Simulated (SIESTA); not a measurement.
Runs of SIESTA 5.4.2 on Ta3AsAu2O13. The typed cell holds 19 atoms: a = 5.724 Å, b = 6.389 Å, c = 8.473 Å, α = 80.92°, β = 88.19°, γ = 78.31°. The cell was built by a generator and needn't be a form met in nature.

```csv
level,U,gap on the mesh (eV),pressure (GPa),largest force (eV/Å)
PBE,-,(c),3.8,0.86
PBE+U,"Au d U = 4 eV, Ta d U = 4 eV",1.26,4.8,0.82
PBE+U,"Au d U = 6 eV, Ta d U = 6 eV",1.26,5.5,(a)
PBE+U,"Au d U = 2 eV, Ta d U = 2 eV",1.23,4.2,(b)
```

Alike in all rows: task density of states; potentials or basis PseudoDojo 0.4 standard (PBE files), DZP (energy shift 0.003 Ry; two zetas on semicore shells); no spin polarisation; cell as given; k mesh 5 × 5 × 4; smearing fermi-dirac 0.05 eV; grid cutoff 800 Ry; energy shift 0.003 Ry.

Fill in the values left out.

(a) 0.99; (b) 0.84; (c) 1.16.

Caveats: short orbitals over semicore shells can move pressures by several GPa; spin-orbit coupling is left out, which moves the levels of the heavy elements; an odd mesh through Γ misses points on the zone boundary, where band edges often lie; the basis of atomic orbitals isn't converged, which shifts pressures, moduli and gaps.

A k mesh can miss the band edges, and the runs leave out spin-orbit coupling on As, Au, Ta.
